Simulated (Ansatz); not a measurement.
# Al2GaH (triplet): wave-function methods side by side, cc-pVTZ

The task here is to estimate one member of a computed series from the others.

The runs use Ansatz 0.2.0, Gaussian basis; cc-pVTZ, core rule «outside noble gas», up to 24 orbitals frozen.

The runs, in order: UHF; CCSD(T) on ROHF; CCSD(T) on UHF; BCCD(T) on ROHF; CCSDT(Q) on ROHF; CCSDT(Q) on UHF.

4 further runs of the same task are left out: 4 set aside as unsound or not needed. Runs told in other sessions of the task aren't counted.

### The geometry

The geometry is a PBE0/def2-TZVP stationary point (not a proven minimum) of the parent state, kept for this charge and spin. No spin-orbit coupling is included. The filled d shell of Ga may be among the frozen orbitals whatever the setting's name suggests.

4 atoms, charge 0, spin multiplicity 3.

Atoms are counted from 1 here; the program's logs count them from 0.

Bond lengths: Al1–Ga2 2.698 Å, Ga2–Al3 2.698 Å, Ga2–H4 1.623 Å. Angles: Al1–Ga2–Al3 146.7°, Al1–Ga2–H4 106.6°, Al3–Ga2–H4 106.6°.

The first run:

in.yaml

```yaml
crystal:
  periodic: [false, false, false]
  atoms:
    - {symbol: Al, position_ang: [0.000000, -0.451085, -2.584700]}
    - {symbol: Ga, position_ang: [0.000000, 0.321015, 0.000000]}
    - {symbol: Al, position_ang: [0.000000, -0.451085, 2.584700]}
    - {symbol: H, position_ang: [0.000000, 1.944415, 0.000000]}
basis:
  gaussian: {orbitals: cc-pVTZ}
magnetization: {spin_polarized: true, initial_magnetization: 2}
hamiltonian: {xc: hf}
output: {orbitals: {seedname: orbitals}}
```

Launch:

```bash
$ ansatz run in.yaml --threads 1 --pin off --events-out ev --progress --plain --max-ram 4096MiB --backend cpu
```

Among the steps run: UHF; CCSD(T) on ROHF; CCSD(T) on UHF; BCCD(T) on ROHF; CCSDT(Q) on ROHF; CCSDT(Q) on UHF.

One table of the session follows, with a row left open; its other results are not shown here.

It belongs to the step «Misses and costs». 

| method | from RCCSDT(Q) (meV) |
| --- | --- |
| ROHF | +6306.7 |
| UHF | +6057.8 |
| RMP2 | +1496.7 |
| UMP2 | +1655.4 |
| RCCSD | +472.5 |
| UCCSD | +457.4 |
| RCCSD(T) | +110.3 |
| UCCSD(T) | +114.5 |
| BCCD(T) | +112.7 |
| RCCSDT | ? |
| UCCSDT | +32.8 |
| RCCSDT(Q) | 0 |
| UCCSDT(Q) | -5.9 |

Estimate the missing values for RCCSDT.

**Answer.** from RCCSDT(Q) (meV): +37.9. In the column «from RCCSDT(Q) (meV)» it lies between UCCSDT (+32.8) and RCCSD(T) (+110.3).

To keep in mind: Warnings: spin contamination; coupled cluster took another determinant than the lowest. Restricted and unrestricted rows rest on different reference determinants; a gap between their highest levels can come from leftover correlation error, from unlike frozen cores or from another state.
